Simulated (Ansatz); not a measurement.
# B(PH3)F3 (BF₃H₃P): structure and electronic state

Aim: characterise B(PH3)F3 (BF₃H₃P) as a singlet: its structure, frontier levels and distribution of charge.

Computed with Ansatz 0.2.0, Gaussian basis. Level: RKS PBE0-D4/def2-TZVP.

Levels to be run: relaxation at PBE-D4/def2-SVP; a search for the lowest solution at PBE0-D4/def2-SVP; a single point at PBE0-D4/def2-TZVP.

## (1) Where the work starts

8 atoms, charge 0, spin multiplicity 1.

Atoms are counted from 1 here; the program's logs count them from 0.

Bond lengths: B1–F6 1.328 Å, B1–F7 1.327 Å, B1–F8 1.328 Å, P2–H3 1.383 Å, P2–H4 1.383 Å, P2–H5 1.383 Å. Angles: F6–B1–F7 117.3°, F6–B1–F8 117.3°, F7–B1–F8 117.3°, H3–P2–H4 96.4°, H3–P2–H5 96.5°, H4–P2–H5 96.4°.

Geometry (Å):

```mol
BF3H3P
  3D, bonds by distance, orders not assigned

  8  6  0  0  0  0  0  0  0  0999 V2000
   -0.0050    0.0110   -1.3633 B   0  0
    0.0044    0.0155    1.0016 P   0  0
    0.6787    0.9663    1.7451 H   0  0
    0.5202   -1.0881    1.6566 H   0  0
   -1.1816    0.0741    1.7105 H   0  0
    1.3033   -0.0212   -1.5875 F   0  0
   -0.6350    1.1544   -1.5989 F   0  0
   -0.6850   -1.1120   -1.5641 F   0  0
  1  6  8  0
  1  7  8  0
  1  8  8  0
  2  3  8  0
  2  4  8  0
  2  5  8  0
M  END
```

The start is a GFN2-xTB geometry.

## (2) Relaxation at PBE-D4/def2-SVP

Input file in.yaml:

```yaml
crystal:
  periodic: [false, false, false]
  atoms:
    - {symbol: B, position_ang: [-0.005020, 0.011020, -1.363340]}
    - {symbol: P, position_ang: [0.004360, 0.015460, 1.001600]}
    - {symbol: H, position_ang: [0.678700, 0.966300, 1.745120]}
    - {symbol: H, position_ang: [0.520230, -1.088110, 1.656630]}
    - {symbol: H, position_ang: [-1.181560, 0.074090, 1.710490]}
    - {symbol: F, position_ang: [1.303260, -0.021200, -1.587530]}
    - {symbol: F, position_ang: [-0.635010, 1.154450, -1.598850]}
    - {symbol: F, position_ang: [-0.684960, -1.112010, -1.564110]}
basis:
  gaussian: {orbitals: def2-SVP}
hamiltonian: {xc: pbe, dispersion: d4}
scf: {omitted_lower_state_checks: [starts]}
output: {orbitals: {seedname: orbitals}}
relax: {f_tol: 0.02, max_steps: 100}
```

Launch:

```bash
$ ansatz run in.yaml --threads 4 --pin off --events-out ev --progress --plain --max-ram 3916MiB
```

After this run come: Searching for the lowest solution, PBE0-D4/def2-SVP; Single point, PBE0-D4/def2-TZVP.

Before running them: what should the planned runs give, taken together? Wanted: point group; commonest bond, hydrogen aside; HOMO, LUMO at PBE0-D4/def2-TZVP; dipole at PBE-D4/def2-SVP.

As calculated:

| quantity | value |
| --- | --- |
| point group | C3v |
| commonest bond, hydrogen aside | B–F, 3 of mean length 1.333 Å |
| HOMO, LUMO at PBE0-D4/def2-TZVP | -8.58, 0.23 eV |
| dipole at PBE-D4/def2-SVP | 2.47 D |

In words: The relaxation broke 1 and made 0 bonds, so the end is another structure than the start. No usable vibrations, so a minimum isn't proven. The HOMO lies nearest to P2 56 %; H3, H4, H5 about 10 % each and the LUMO to P2 37 %; H3 24 %.
